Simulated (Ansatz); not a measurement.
# Ti5Si: the cost of one run

Computed with Ansatz 0.2.0 (DFT PBE, scalar-relativistic, plane waves, PAW, unless a step's input says otherwise).

1 further run of the same task is left out (it didn't finish).

## 1. The system as given

It takes space group R32 (No. 155, trigonal). Conventional cell: a = 5.046 Å, b = 5.046 Å, c = 13.323 Å, α = 90.00°, β = 90.00°, γ = 120.00°. Around Ti (site symmetry 3) lie 9 Ti at 2.83 to 2.94 Å and 3 Si at 2.92 Å. Ti (site symmetry 2) is surrounded by 8 Ti at 2.69 to 2.88 Å and 2 Si at 2.71 Å. Si (site symmetry 32) is surrounded by 12 Ti at 2.71 to 2.92 Å.

Structure file:

```
CELL_PARAMETERS angstrom
-2.52284 4.36969 0.00000
-5.04568 0.00000 0.00000
-2.52284 1.45656 4.44090
ATOMIC_POSITIONS crystal
Ti 0.84856 0.84856 0.45432
Ti 0.00000 0.39465 0.00000
Ti 0.60535 0.00000 0.00000
Ti 0.15144 0.15144 0.54568
Ti 0.39465 0.60535 0.00000
Si 0.50000 0.50000 0.50000
```

The structure comes from the Materials Project (structure only).

## 2. The base run

Contents of input.yaml:

```yaml
crystal:
  lattice:
    - [-2.5228393509, 4.369685935, 0.0]
    - [-5.0456787018, 0.0, 0.0]
    - [-2.5228393509, 1.4565619783, 4.4409048145]
  atoms:
    - { symbol: Ti, position: [0.84856033, 0.84856033, 0.45431901] }
    - { symbol: Ti, position: [0.0, 0.39465, 0.0] }
    - { symbol: Ti, position: [0.60535, 0.0, 0.0] }
    - { symbol: Ti, position: [0.15143967, 0.15143967, 0.54568099] }
    - { symbol: Ti, position: [0.39465, 0.60535, 0.0] }
    - { symbol: Si, position: [0.5, 0.5, 0.5] }
basis:
  ecutwfc: 500
  fft_grid_basis: typed
kpoints:
  mp_grid: { grid: [9, 9, 8] }
hamiltonian:
  xc: pbe
  pseudopotentials: { kind: paw }
scf:
  occupations: { method: gaussian, width: 0.05 }
output:
  forces: true
  stress: true
  eigenvalues: true
  bader: true
  write_density: true
  volumetric_format: npy
  elf: true
```

Command:

```console
$ ansatz run input.yaml --threads 2 --pin off --max-ram 4096MiB --backend cpu --events-out ev --progress --plain --runs-dir out
```

What time and memory should one allow on 2 threads of AMD EPYC 9R45 (Zen 5), shared host?

About 40 s, with a peak of 0.92 GiB.
